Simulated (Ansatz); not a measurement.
**WH₄ (singlet): from Hartree-Fock to the top rungs, def2-SVP**

One table from this session's results is given with a row withheld; the runs are named, their logs left out.

Computed with Ansatz 0.2.0, Gaussian basis. Level: def2-SVP, core rule «outside noble gas», up to 4 orbitals frozen.

The runs, in order: UHF; CCSD(T) on RHF; CCSD(T) on UHF; CISD; CCSDT(Q) on RHF; CCSDT(Q) on UHF; CASSCF and MRCISD+Q, 10 electrons in 10 orbitals; CASSCF and NEVPT2, 10 electrons in 10 orbitals.

16 further runs of the same task are left out: 5 that didn't finish, 11 set aside as unsound or not needed.

## The geometry

The geometry is a PBE0/def2-TZVP stationary point (not a proven minimum) of the parent state, kept for this charge and spin. No spin-orbit coupling is included. Elements past krypton take def2 core potentials.

5 atoms, charge 0, spin multiplicity 1.

Atoms are counted from 1 here; the program's logs count them from 0.

Bond lengths: W1–H2 1.704 Å, W1–H3 1.704 Å, W1–H4 1.704 Å, W1–H5 1.704 Å. Angles: H2–W1–H3 109.5°, H2–W1–H4 109.5°, H2–W1–H5 109.5°, H3–W1–H4 109.5°, H3–W1–H5 109.5°, H4–W1–H5 109.5°.

The first run:

The input, in.yaml:

```yaml
crystal:
  periodic: [false, false, false]
  atoms:
    - {symbol: W, position_ang: [0.000000, 0.000000, 0.000000]}
    - {symbol: H, position_ang: [0.982703, 0.985302, 0.983701]}
    - {symbol: H, position_ang: [-0.986103, -0.981502, 0.984097]}
    - {symbol: H, position_ang: [-0.981699, 0.982499, -0.987499]}
    - {symbol: H, position_ang: [0.985099, -0.986299, -0.980299]}
basis:
  gaussian: {orbitals: def2-SVP}
magnetization: {spin_polarized: true, initial_magnetization: 0}
hamiltonian: {xc: hf}
output: {orbitals: {seedname: orbitals}}
```

Started as:

```sh
> ansatz run in.yaml --threads 1 --pin off --events-out ev --progress --plain --max-ram 2393MiB
```

Steps of the session up to this table: UHF; CCSD(T) on RHF; CCSD(T) on UHF; CISD; CCSDT(Q) on RHF; CCSDT(Q) on UHF; CASSCF and MRCISD+Q, 10 electrons in 10 orbitals; CASSCF and NEVPT2, 10 electrons in 10 orbitals.

One of the session's tables, all rows but one given; the rest of the session is left out.

It belongs to the step «Misses and costs». 

```
          method  from RCCSDT(Q) (kJ/mol)
             RHF                   +609.2
             UHF                   +488.0
            RMP2                   +142.0
            UMP2                    +44.0
            CISD                   +100.3
           RCCSD                    +47.1
           UCCSD                    -57.7
        RCCSD(T)                    +23.2
        UCCSD(T)                    -83.1
          RCCSDT                     +5.7
          UCCSDT                    -99.4
       RCCSDT(Q)                        0
       UCCSDT(Q)                        ?
  CASSCF valence                   +353.1
  NEVPT2 valence                    +86.6
  MRCISD valence                    +22.3
MRCISD+Q valence                     +1.1
```

Q: Estimate the row for UCCSDT(Q) from the others.

As computed: from RCCSDT(Q) (kJ/mol): -101.8. In the column «from RCCSDT(Q) (kJ/mol)» it is the lowest.

The program flags UCCSD(T), RCCSDT(Q), UCCSDT(Q) as in doubt (see the logs), so the zero of the table is itself unsure.

Limits of these values: The determinant is far from a pure spin state, so its energy mixes those of several spin states (harmless only where they are near-degenerate, as at dissociation). The report flags that the cluster equations may have other roots. The program flags UCCSD(T), RCCSDT(Q), UCCSDT(Q) as in doubt, so the zero of the table is itself unsure. Warnings: restricted reference is unstable; spin contamination; large T1 diagnostic. Restricted and unrestricted rows rest on different reference determinants; where their highest levels disagree by more than a few hundredths of an eV, they describe different states and don't form one ladder.
